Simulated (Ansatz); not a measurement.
**InH3F− ([InFH3]-): levels of theory compared**

Wanted: a comparison of 6 runs (HF/STO-3G, PBE/STO-3G, revPBE/STO-3G, wB97M-V/STO-3G, CCSD/STO-3G, UCCSD(T)/STO-3G) of InH3F− ([InFH3]-). 

The results are computed with Ansatz 0.2.0.

4 further runs of the same task are left out: 4 that didn't finish.

## Step 1: The molecule

InH3F− has 5 atoms, charge -1, and is taken as a singlet. SMILES: `[H][In-]([H])([H])[F]`. The H5–In1 distance was set to 2.559 Å, away from the relaxed value. At this shape a bond of the SMILES string is far longer than usual.

Bond lengths: In1–F2 2.018 Å, In1–H3 1.705 Å, In1–H4 1.704 Å. Angles: F2–In1–H3 105.4°, F2–In1–H4 105.3°, H3–In1–H4 113.6°.

## Step 2: A single-point energy at HF/STO-3G (run 1)

The input, in.yaml:

```yaml
crystal:
  periodic: [false, false, false]
  atoms:
    - {symbol: In, position_ang: [0.414044, 0.714150, 0.093970]}
    - {symbol: F, position_ang: [0.421854, 0.691760, 2.111870]}
    - {symbol: H, position_ang: [2.056164, 0.720690, -0.364860]}
    - {symbol: H, position_ang: [-0.419926, 2.136370, -0.336640]}
    - {symbol: H, position_ang: [-0.822880, -1.418880, -0.591010]}
basis:
  gaussian:
    orbitals: STO-3G
total_charge: -1
hamiltonian:
  xc: hf
accuracy: high
```

Run with:

```
$ ansatz run in.yaml --threads 1 --pin off --max-ram 2610MiB --events-out events.jsonl --progress --plain --runs-dir runs
```

Standard output:

```text
Warning: RAYON_NUM_THREADS=1 ignored (pool sized by the plan → 1); use --threads N
Functional definition: HF
  name "HF"
  exchange = exact_x
  correlation = 0
644 factors; integrals over basis functions are off by at most 3.8e-9 eV
mean field evaluation 1: about -157346.0005 eV, gradient 1.2e1 eV
mean field evaluation 2: about -157346.0152 eV, gradient 1.2e1 eV
mean field evaluation 4: about -157347.3986 eV, gradient 8.4e-1 eV
mean field evaluation 8: about -157347.4012 eV, gradient 6.5e-4 eV
mean field -157347.40115266 eV, -5782.4103384611 hartree, gradient 8.3e-8 eV, S^2 0.000000; 0 other end points of the search recorded, 0 dependent functions left out
reference -157347.40115266 eV, -5782.4103384611 hartree; 31, 31 occupied and 4, 4 virtual orbitals, 644 factors
Total energy: -157347.40115266 eV, -5782.4103384611 hartree
```

It took 0.44 s on 1 thread of Arm Neoverse V2, shared host; peak memory 0.082 GiB.

## Step 3: The energy at PBE/STO-3G (run 2)

The input, input.yaml:

```yaml
crystal:
  periodic: [false, false, false]
  atoms:
    - {symbol: In, position_ang: [0.414044, 0.714150, 0.093970]}
    - {symbol: F, position_ang: [0.421854, 0.691760, 2.111870]}
    - {symbol: H, position_ang: [2.056164, 0.720690, -0.364860]}
    - {symbol: H, position_ang: [-0.419926, 2.136370, -0.336640]}
    - {symbol: H, position_ang: [-0.822880, -1.418880, -0.591010]}
basis:
  gaussian: {orbitals: STO-3G}
total_charge: -1
hamiltonian: {xc: {name: PBE}}
accuracy: high
```

Run with:

```
$ ansatz run input.yaml --threads 1 --pin off --max-ram 2610MiB --events-out events.jsonl --progress --plain --runs-dir runs
```

Standard output:

```text
Warning: RAYON_NUM_THREADS=1 ignored (pool sized by the plan → 1); use --threads N
Functional definition: PBE
  name "PBE"
  parameter kappa = 0.804
  parameter beta = 0.06672455060314922
  exchange = pbe_x(kappa = kappa, mu = beta*pi^2/3)
  correlation = pbe_c(beta = beta)
644 factors; integrals over basis functions are off by at most 3.8e-9 eV
mean field evaluation 1: about -157330.1295 eV, gradient 1.3e2 eV
mean field evaluation 2: about -157350.8407 eV, gradient 3.0e1 eV
mean field evaluation 4: about -157198.5137 eV, gradient 2.1e2 eV
mean field evaluation 8: about -157371.3190 eV, gradient 5.5e1 eV
mean field evaluation 16: about -157394.8194 eV, gradient 9.1e-4 eV
mean field -157394.81938326 eV, -5784.1529262943 hartree, gradient 3.3e-8 eV, S^2 0.000000; 0 other end points of the search recorded, 0 dependent functions left out
reference -157394.81938511 eV, -5784.1529263625 hartree; 31, 31 occupied and 4, 4 virtual orbitals, 644 factors
Total energy: -157394.81938511 eV, -5784.1529263625 hartree
```

It took 2 s on 1 thread of Arm Neoverse V2, shared host; peak memory 0.094 GiB.

Runs 3 to 5 aren't shown in full; the table further down has their settings and results.

## Step 4: A single-point energy at UCCSD(T)/STO-3G (run 6)

Changes to input.yaml since step 3:

```diff
@@ -9,5 +9,13 @@
 basis:
-  gaussian: {orbitals: STO-3G}
+  gaussian:
+    orbitals: STO-3G
 total_charge: -1
-hamiltonian: {xc: {name: PBE}}
+magnetization:
+  spin_polarized: true
+  initial_magnetization: 0
+correlation:
+  method: ccsd_t
+  frozen_orbitals: {F: 1, H: 0, In: 18}
 accuracy: high
+scf:
+  omitted_lower_state_checks: [cluster_reference, increment]
```

Run with:

```
$ ansatz run input.yaml --threads 1 --pin off --max-ram 2610MiB --events-out events.jsonl --progress --plain --runs-dir runs
```

Standard output:

```text
Warning: RAYON_NUM_THREADS=1 ignored (pool sized by the plan → 1); use --threads N
[... 12 lines left out ...]
19 core orbitals not correlated: weight in the atoms' cores, before any rotation towards them, 1.000 or more for the frozen orbitals, at most 0.000 for the correlated occupied ones
[... 31 lines left out ...]
Total energy: -157349.89065676 eV, -5782.5018260495 hartree
Checks for a lower state left out: cluster_reference, increment
```

It took 1.1 s on 1 thread of Arm Neoverse V2, shared host; peak memory 0.11 GiB.

## Step 5: All runs side by side

```tsv
run	level	frozen core orbitals	energy (Eh)	wall time
1	HF/STO-3G	–	-5782.410338	0.44 s
2	PBE/STO-3G	–	-5784.152926	2 s
3	revPBE/STO-3G	–	-5784.497286	2 s
4	wB97M-V/STO-3G	–	-5784.952103	24 s
5	CCSD/STO-3G	19	-5782.499491	0.56 s
6	UCCSD(T)/STO-3G	19	-5782.501826	1.1 s
```

## Step 6: Results

| quantity | value |
| --- | --- |
| run 6: total energy | -5782.50183 Eh |
| run 6: correlation energy (19 core orbitals frozen) | -89.3 mEh |
| run 6: (T) correction | -2.48 mEh |
| run 6: ⟨S²⟩ of the reference determinant | 0.227 |
| run 6: T1 diagnostic | 0.040 |

Below the HF energy at the same shape and in the same basis (STO-3G): CCSD -89.2 mEh; UCCSD(T) -91.5 mEh. Some of these start from another determinant than that one, so these aren't their correlation energies. Totals of different functionals can't be ranked against each other. In run 5 the log says that unrestricted orbitals would lower the reference, so the values rest on an unstable closed-shell determinant (other closed-shell runs at this shape may share the fault). In runs 1, 2, 3, 4, 5, 6 the basis is minimal, so the values are rough. In runs 1, 2, 3, 4, 5, 6 relativity is left out where basis or elements ask for it. Spin contamination of the reference: run 6 ⟨S²⟩ = 0.23. All runs together took 31 s, the longest 24 s.
